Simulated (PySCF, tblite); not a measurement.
**C₂H₆BO₃ radical: geometry, infrared bands and EPR parameters**

Wanted: the infrared bands and EPR parameters of C₂H₆BO₃ radical (`OC[CH]B(O)O`), by calculation.

Programs: tblite 0.8.0 and PySCF 2.14.0, with density-fitted response routines of our own. Each step states its level of theory. These are calculated values for one molecule in the gas phase, unless marked as measured. Atoms are numbered from 0 throughout.

### 1 Starting geometry

12 atoms, charge 0, multiplicity 2; geometry from: force field or distance geometry start.

Bonds of the start (Å): O0–C1 1.40, C1–C2 1.52, C2–B3 1.59, B3–O4 1.46, B3–O5 1.48, O0–H6 0.99, C1–H7 1.10, C1–H8 1.09, C2–H9 1.10, O4–H10 0.96, O5–H11 1.00.

### 2 Geometry optimisation with GFN2-xTB

Job settings and geometry (Å):

```
{"job": {"kind": "relax", "xc": "GFN2-xTB", "basis": "xTB"}, "charge": 0, "multiplicity": 2}
O     -0.949400     0.464100     1.023600
C     -1.412000     0.180800    -0.263900
C     -0.237500    -0.190800    -1.151400
B      1.042900    -0.068700    -0.220300
O      1.986000     0.988700    -0.563200
O      1.541600    -1.331600     0.364800
H     -1.713600     0.707800     1.598400
H     -2.049200    -0.721200    -0.235100
H     -1.958400     1.045700    -0.634600
H     -0.279300    -1.220200    -1.534300
H      2.304900     1.398800     0.247800
H      1.725300    -1.254000     1.342300
```

The run is started by

```bash
$ OMP_NUM_THREADS=1 python probes_run.py task.json out
```

The driver reads the jobs from task.json and runs them one after another.

**Question.** This job is followed by: GFN2-xTB harmonic vibrations, gas phase; UKS B3LYP, pcH-1 on B C H O, non-relativistic, mean-field spin-orbit, GIAO. Predict these results of the whole session: strongest single infrared mode (GFN2-xTB); zero-point energy (GFN2-xTB); g(iso) (B3LYP); ⟨S²⟩; largest a(iso) (averaged by class); potential on the surface of density 0.002 e/bohr³, 1st and 99th percentile.

The runs gave:

| quantity | value |
| --- | --- |
| strongest single infrared mode (GFN2-xTB) | 554 cm⁻¹, 435 km/mol |
| zero-point energy (GFN2-xTB) | 54.5 kcal/mol |
| g(iso) (B3LYP) | 2.00292 |
| ⟨S²⟩ | 0.753 (exact 0.75) |
| largest a(iso) (averaged by class) | 1H on H7, H8, 141.5 MHz |
| potential on the surface of density 0.002 e/bohr³, 1st and 99th percentile | -1.97 V and 3.18 V |

Relaxing lowered the energy by 2.102 eV in 171 steps; the close pair that moved most is B3–O5, from 1.478 to 1.366 Å. All 30 modes are real, so the xTB geometry is a minimum. The strongest single mode, at 554 cm⁻¹, is spread over several atoms, H11, H10, B3, O4 among them. GFN2-xTB is a fitted tight-binding method: band positions and strengths are rough. Its intensities can rank the bands wrongly. Most of the unpaired spin sits on C2 (0.90 e). The isotropic g lies 0.6 ppt above the free-electron value.
